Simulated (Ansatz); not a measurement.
# CH₆Ge + CH₄: a complex and its separated parts

The complex below is one end of an elementary step. How strongly is it bound against its free parts?

Method: PBE0-D4/def2-TZVP structures, single points in def2-TZVPP, no counterpoise correction; program: Ansatz 0.2.0, Gaussian basis.

Levels: SPW92, PBE-D4, BLYP-D4, r2SCAN-D4, B97M-V, PBE0-D4, B3LYP-D4, r2SCAN0-D4, BHLYP-D4, CAM-B3LYP-D4, wB97X-V, wB97M-V, B2PLYP, PBE-QIDH, RPA on PBE, Hartree-Fock, MP2, CCSD, CCSD(T).

Correlated methods freeze the cores. Filled d shells of the heavier atoms are correlated. B3LYP uses VWN-RPA correlation. B2PLYP carries no dispersion term here.

94 further runs of the same task are left out: 94 set aside as unsound or not needed. Runs told in other sessions of the task aren't counted.

## Step 1: The system as given

The complex: 13 atoms, charge 0, spin multiplicity 1.

Atoms are counted from 1 here; the program's logs count them from 0.

Bond lengths: Ge1–H2 1.539 Å, Ge1–H3 1.540 Å, Ge1–H4 1.539 Å, Ge1–C5 1.953 Å, C5–H8 1.091 Å, C5–H9 1.091 Å, C5–H10 1.090 Å, H6–C7 1.090 Å, C7–H11 1.090 Å, C7–H12 1.090 Å, C7–H13 1.090 Å. Angles: H2–Ge1–H3 108.4°, H2–Ge1–H4 108.5°, H2–Ge1–C5 110.5°, H3–Ge1–H4 108.4°, H3–Ge1–C5 110.3°, H4–Ge1–C5 110.5°, Ge1–C5–H8 110.2°, Ge1–C5–H9 110.2°, Ge1–C5–H10 110.3°, H8–C5–H9 108.6°, H8–C5–H10 108.7°, H9–C5–H10 108.7°, H6–C7–H11 109.7°, H6–C7–H12 109.4°, H6–C7–H13 109.4°, H11–C7–H12 109.4°, H11–C7–H13 109.4°, H12–C7–H13 109.5°.

Geometry (Å):

```csv
atom,x (Å),y (Å),z (Å)
Ge1,-0.9880,-1.4107,-0.0344
H2,-0.0994,-1.5891,-1.2784
H3,-1.7817,-2.7113,0.1882
H4,-1.9868,-0.2714,-0.3056
C5,0.1028,-1.0066,1.5339
H6,1.5392,1.2023,-0.9877
C7,0.7625,1.9549,-1.1228
H8,-0.5313,-0.8800,2.4121
H9,0.8043,-1.8195,1.7252
H10,0.6675,-0.0877,1.3748
H11,0.3239,2.2073,-0.1574
H12,1.1987,2.8494,-1.5666
H13,-0.0118,1.5624,-1.7812
```

Its parts: CH₆Ge holds atoms 1, 2, 3, 4, 5, 8, 9, 10; CH₄ holds atoms 6, 7, 11, 12, 13. Each part counts its atoms afresh in its own runs.

## Step 2: Relaxing CH₆Ge alone

relax-a/in.yaml

```yaml
crystal:
  periodic: [false, false, false]
  atoms:
    - {symbol: Ge, position_ang: [-0.987978, -1.410666, -0.034396]}
    - {symbol: H, position_ang: [-0.099368, -1.589107, -1.278425]}
    - {symbol: H, position_ang: [-1.781655, -2.711288, 0.188159]}
    - {symbol: H, position_ang: [-1.986768, -0.271415, -0.305565]}
    - {symbol: C, position_ang: [0.102797, -1.006642, 1.533878]}
    - {symbol: H, position_ang: [-0.531281, -0.879961, 2.412117]}
    - {symbol: H, position_ang: [0.804308, -1.819494, 1.725203]}
    - {symbol: H, position_ang: [0.667546, -0.087695, 1.374805]}
basis:
  gaussian: {orbitals: def2-TZVP}
hamiltonian: {xc: pbe0, dispersion: d4}
relax: {f_tol: 0.005, max_steps: 200}
```

Launch:

```console
$ ansatz run in.yaml --threads 8 --pin off --events-out ev --progress --plain --max-ram 19148MiB
```

The runs that follow: Relaxing CH₄ alone; SPW92/def2-TZVPP; PBE-D4/def2-TZVPP; BLYP-D4/def2-TZVPP; r2SCAN-D4/def2-TZVPP; B97M-V/def2-TZVPP; PBE0-D4/def2-TZVPP; B3LYP-D4/def2-TZVPP; r2SCAN0-D4/def2-TZVPP; BHLYP-D4/def2-TZVPP; CAM-B3LYP-D4/def2-TZVPP; wB97X-V/def2-TZVPP; wB97M-V/def2-TZVPP; B2PLYP/def2-TZVPP; PBE-QIDH/def2-TZVPP; RPA on PBE/def2-TZVPP; CCSD(T)/def2-TZVPP; Vibrations of CH₆Ge; Vibrations of CH₄.

Before running it: what results should come out? Wanted: complex less parts, CCSD(T)/def2-TZVPP; with zero-point energy; largest T1 diagnostic.

As calculated:

| quantity | value |
| --- | --- |
| complex less parts, CCSD(T)/def2-TZVPP | -0.046 eV |
| with zero-point energy | -0.025 eV |
| largest T1 diagnostic | 0.010 |

At CCSD(T) the complex lies 0.046 eV below its parts. CAM-B3LYP-D4 is the best functional here (0.000 eV from CCSD(T)); B2PLYP is the worst (+0.041 eV). By rung, the mean size of the error is: LDA 0.023, GGA 0.008, meta-GGA 0.005, hybrid 0.003, range-separated hybrid 0.001, double hybrid 0.031 eV. The double hybrids carry no dispersion term here, unlike the levels marked D4 or V. PBE-D4 gives a relative energy 0.009 eV too low, an error of 20 % of the reference. No counterpoise was applied, and triple zeta lacks some correlation, so the CCSD(T) reference has a basis error of its own, and close matches with it are partly luck.
